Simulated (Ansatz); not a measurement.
**SiAsH (triplet): from Hartree-Fock to the top rungs at a displaced geometry (v2), cc-pVDZ**

How much of the correlation energy of SiAsH (triplet) does each wave-function method recover here?

Computed with Ansatz 0.2.0, Gaussian basis. Level: cc-pVDZ, core rule «outside noble gas», up to 19 orbitals frozen.

To be run: UHF; CCSD(T) on ROHF; CCSD(T) on UHF; BCCD(T) on ROHF; CISD as a restricted active space (open shells left free, so some higher excitations enter); CCSDT(Q) on ROHF; CCSDT(Q) on UHF; CASSCF and MRCISD+Q, 10 electrons in 9 orbitals; CASSCF and NEVPT2, 10 electrons in 9 orbitals.

26 further runs of the same task are left out: 12 that didn't finish, 14 set aside as unsound or not needed. Runs told in other sessions of the task aren't counted.

## Step 1: What is computed

The geometry is a PBE0/def2-TZVP stationary point (not a proven minimum) with its atoms shifted at random (size 0.100 Å). No spin-orbit coupling is included. The filled d shell of As may be among the frozen orbitals whatever the setting's name suggests.

3 atoms, charge 0, spin multiplicity 3.

Atoms are counted from 1 here; the program's logs count them from 0.

Bond lengths: Si1–As2 2.370 Å, As2–H3 1.505 Å. Angles: Si1–As2–H3 97.3°.

Geometry (Å):

```xyz
3
AsHSi
Si    0.11961    0.02217    1.72780
As   -0.04526   -0.02792   -0.63605
H     0.03136    1.45784   -0.86556
```

## Step 2: UHF

in.yaml

```yaml
crystal:
  periodic: [false, false, false]
  atoms:
    - {symbol: Si, position_ang: [0.119613, 0.022165, 1.727802]}
    - {symbol: As, position_ang: [-0.045261, -0.027921, -0.636048]}
    - {symbol: H, position_ang: [0.031360, 1.457837, -0.865562]}
basis:
  gaussian: {orbitals: cc-pVDZ}
magnetization: {spin_polarized: true, initial_magnetization: 2}
hamiltonian: {xc: hf}
output: {orbitals: {seedname: orbitals}}
```

On the command line:

```console
$ ansatz run in.yaml --threads 1 --pin off --events-out ev --progress --plain --max-ram 2393MiB
```

After this run come: CCSD(T) on ROHF; CCSD(T) on UHF; BCCD(T) on ROHF; CISD as a restricted active space (open shells left free, so some higher excitations enter); CCSDT(Q) on ROHF; CCSDT(Q) on UHF; CASSCF and MRCISD+Q, 10 electrons in 9 orbitals; CASSCF and NEVPT2, 10 electrons in 9 orbitals.

**Question.** What will the summary of the whole plan be? Wanted: UCCSDT(Q) from the RHF energy; RMP2 from UCCSDT(Q); UMP2 from UCCSDT(Q); RCCSD from UCCSDT(Q); RCCSD(T) from UCCSDT(Q); UCCSD(T) from UCCSDT(Q); RCCSDT(Q) from UCCSDT(Q); NEVPT2 valence from UCCSDT(Q); MRCISD+Q valence from UCCSDT(Q).

**Answer**, as computed:

| quantity | value |
| --- | --- |
| UCCSDT(Q) from the ROHF energy | -5.3812 eV |
| RMP2 from UCCSDT(Q) | +27.10 kcal/mol |
| UMP2 from UCCSDT(Q) | +27.95 kcal/mol |
| RCCSD from UCCSDT(Q) | +4.98 kcal/mol |
| RCCSD(T) from UCCSDT(Q) | +1.11 kcal/mol |
| UCCSD(T) from UCCSDT(Q) | +1.08 kcal/mol |
| RCCSDT(Q) from UCCSDT(Q) | +0.06 kcal/mol |
| NEVPT2 valence from UCCSDT(Q) | +22.07 kcal/mol |
| MRCISD+Q valence from UCCSDT(Q) | +0.47 kcal/mol |
| levels within 1 kcal/mol (43 meV) | RCCSDT, UCCSDT, RCCSDT(Q), MRCISD+Q valence |
| T1 diagnostic | 0.024 |
| effectively unpaired electrons | 2.04 |

**Reading.** RCCSD(T) misses by +1.11 kcal/mol, 0.9 % of the correlation energy. One determinant dominates. Of the multireference levels listed MRCISD+Q valence comes nearest in total energy (+0.47 kcal/mol), which doesn't show that its space is the better one. These misses are within one basis, not against nature; the frozen cores of restricted and unrestricted runs differ, which can shift their rows.

With open shells the CI space here admits some higher excitations, so it is larger than plain CISD.
